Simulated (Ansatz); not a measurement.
# Hf2N: the cost of one run

Method: DFT PBEsol, scalar-relativistic, plane waves, PAW, in Ansatz 0.2.0.

2 further runs of the same task are left out: 2 set aside as unsound or not needed.

### Step 1. The system as given

Symmetry: P4_2/mnm, No. 136, tetragonal system. Conventional cell: a = 5.296 Å, b = 5.296 Å, c = 3.227 Å, α = 90.00°, β = 90.00°, γ = 90.00°. Hf (site symmetry m2m) is surrounded by 3 N at 2.21 to 2.22 Å. N (site symmetry mmm) has 6 Hf at 2.21 to 2.22 Å as nearest neighbours.

Structure file:

```xyz
6
Lattice="5.2955 0.0000 0.0000 0.0000 5.2955 0.0000 0.0000 0.0000 3.2274" Properties=species:S:1:pos:R:3 pbc="T T T"
Hf    1.5646    1.5646    0.0000
Hf    3.7309    3.7309    0.0000
Hf    4.2124    1.0831    1.6137
Hf    1.0831    4.2124    1.6137
N     0.0000    0.0000    0.0000
N     2.6478    2.6478    1.6137
```

It goes back to an entry of the Materials Project, which need not be the stable form.

It is the result of an earlier relaxation at this level (volume 15.08 Å³/atom; gap on the mesh: none (metal)).

### Step 2. Zero strain

Contents of input.yaml:

```yaml
crystal:
  lattice:
    - [5.295538926, 0.0, 0.0]
    - [0.0, 5.295538926, 0.0]
    - [0.0, 0.0, 3.2274489818]
  atoms:
    - { symbol: Hf, position: [0.2954633021, 0.2954633021, 0.0] }
    - { symbol: Hf, position: [0.7045366979, 0.7045366979, 0.0] }
    - { symbol: Hf, position: [0.7954633021, 0.2045366979, 0.5] }
    - { symbol: Hf, position: [0.2045366979, 0.7954633021, 0.5] }
    - { symbol: "N", position: [0.0, 0.0, 0.0] }
    - { symbol: "N", position: [0.5, 0.5, 0.5] }
basis:
  ecutwfc: 420
kpoints:
  mp_grid: { grid: [8, 8, 12] }
hamiltonian:
  xc: pbesol
scf:
  occupations: { method: gaussian, width: 0.1 }
output:
  forces: true
  stress: true
  eigenvalues: true
```

The run is started by

```
$ ansatz run input.yaml --threads 1 --pin off --max-ram 2560MiB --backend cpu --events-out ev --progress --plain --runs-dir out
```

What time and memory should one allow on 1 thread of Intel Xeon 6975P-C (Granite Rapids), shared host?

About 16 s, with a peak of 0.72 GiB.
